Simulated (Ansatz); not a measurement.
**F2H8N2Si (built from SMILES F.F.N[SiH2]N): search for a transition state**

Aim: find the saddle point of a ligand exchange through a proton shuttle that is to form Si1–F7, H6–F9, N2–H8 and break Si1–N2, H6–F7, H8–F9, prove it by its vibrations, and relax downhill on both sides to see what it joins.

Computed with Ansatz 0.2.0, Gaussian basis. Level: PBE0-D4, def2-SVP first, then def2-TZVP.

190 further runs of the same task are left out: 190 set aside as unsound or not needed.

**1. Where the work starts**

The guess: 13 atoms, charge 0, spin multiplicity 1.

Atoms are counted from 1 here; the program's logs count them from 0.

Bond lengths: Si1–N2 1.836 Å, Si1–H3 1.469 Å, Si1–H4 1.449 Å, Si1–N5 1.711 Å, N2–H8 1.123 Å, N2–H10 1.014 Å, N2–H11 1.015 Å, N5–H12 1.007 Å, N5–H13 1.011 Å, H6–F7 1.022 Å. Angles: N2–Si1–H3 102.8°, N2–Si1–H4 105.4°, N2–Si1–N5 101.3°, H3–Si1–H4 111.0°, H3–Si1–N5 104.3°, H4–Si1–N5 128.9°, Si1–N2–H8 113.0°, Si1–N2–H10 112.5°, Si1–N2–H11 111.0°, H8–N2–H10 105.7°, H8–N2–H11 105.6°, H10–N2–H11 108.7°, Si1–N5–H12 117.2°, Si1–N5–H13 116.3°, H12–N5–H13 108.8°.

Coordinates:

```mol
F2H8N2Si
  3D, bonds by distance, orders not assigned

 13 10  0  0  0  0  0  0  0  0999 V2000
   -0.8440    0.1892   -0.7114 Si  0  0
   -0.1716   -1.2246    0.2484 N   0  0
   -1.6260   -0.4743   -1.7625 H   0  0
   -1.7082    0.9021    0.2082 H   0  0
    0.5602    0.7449   -1.5160 N   0  0
    0.7288    0.7787    1.8311 H   0  0
    0.4597    1.5268    1.1888 F   0  0
    0.3254   -0.9090    1.2050 H   0  0
    0.9180   -0.4145    2.3258 F   0  0
   -0.8902   -1.8867    0.5177 H   0  0
    0.5425   -1.7163   -0.2801 H   0  0
    0.4266    1.3324   -2.3227 H   0  0
    1.2788    1.1514   -0.9323 H   0  0
  1  2  8  0
  1  3  8  0
  1  4  8  0
  1  5  8  0
  2  8  8  0
  2 10  8  0
  2 11  8  0
  5 12  8  0
  5 13  8  0
  6  7  8  0
M  END
```

Distances that are to change: Si1–F7 2.66 Å, H6–F9 1.31 Å, N2–H8 1.12 Å, Si1–N2 1.84 Å, H6–F7 1.02 Å, H8–F9 1.36 Å.

**2. Constrained relaxation of the guess**

hold/in.yaml reads:

```yaml
crystal:
  periodic: [false, false, false]
  atoms:
    - {symbol: Si, position_ang: [-0.844000, 0.189200, -0.711400]}
    - {symbol: N, position_ang: [-0.171600, -1.224600, 0.248400]}
    - {symbol: H, position_ang: [-1.626000, -0.474300, -1.762500]}
    - {symbol: H, position_ang: [-1.708200, 0.902100, 0.208200]}
    - {symbol: N, position_ang: [0.560200, 0.744900, -1.516000]}
    - {symbol: H, position_ang: [0.728800, 0.778700, 1.831100]}
    - {symbol: F, position_ang: [0.459700, 1.526800, 1.188800]}
    - {symbol: H, position_ang: [0.325400, -0.909000, 1.205000]}
    - {symbol: F, position_ang: [0.918000, -0.414500, 2.325800]}
    - {symbol: H, position_ang: [-0.890200, -1.886700, 0.517700]}
    - {symbol: H, position_ang: [0.542500, -1.716300, -0.280100]}
    - {symbol: H, position_ang: [0.426600, 1.332400, -2.322700]}
    - {symbol: H, position_ang: [1.278800, 1.151400, -0.932300]}
basis:
  gaussian: {orbitals: def2-SVP}
hamiltonian: {xc: pbe0, dispersion: d4}
relax: {f_tol: 0.04, max_steps: 150, escape_saddle: false, constraints: [{distance: [0, 6]}, {distance: [5, 8]}, {distance: [1, 7]}, {distance: [0, 1]}, {distance: [5, 6]}, {distance: [7, 8]}]}
```

On the command line:

```
> ansatz run in.yaml --threads 8 --pin off --events-out ev --progress --plain --max-ram 19148MiB
```

After this run come: A starting Hessian; Saddle search in the small basis; Saddle search in triple zeta; Checking the order of the point; Relaxing after a step of 0.30 Å one way along the mode; Relaxing after a step of 0.30 Å the other way along the mode.

Q: Predict the outcome of this session. Wanted: imaginary mode; barrier from the start side; barrier from the end side; energy of the step; pairs that change; zero-point energy at the saddle.

As calculated:

```
                       quantity                                                                  value
                 imaginary mode                                                              215i cm⁻¹
    barrier from the start side                                                            21.3 kJ/mol
      barrier from the end side                                                            39.0 kJ/mol
             energy of the step                                                           -17.7 kJ/mol
              pairs that change  Si1–F7 formed, N2–H8 formed, H6–F9 formed, H6–F7 broken, H8–F9 broken
zero-point energy at the saddle                                                               2.597 eV
```

What this shows: One imaginary mode, 215i cm⁻¹, makes this a first-order saddle. Going downhill both ways gives the intended start and end. At PBE0-D4/def2-TZVP the electronic barrier is 21.3 kJ/mol, about 9 kT at 298 K, and the step runs 17.7 kJ/mol downhill. A step off the saddle overshot and began above it in energy, so the link to its end is likely but not proven.
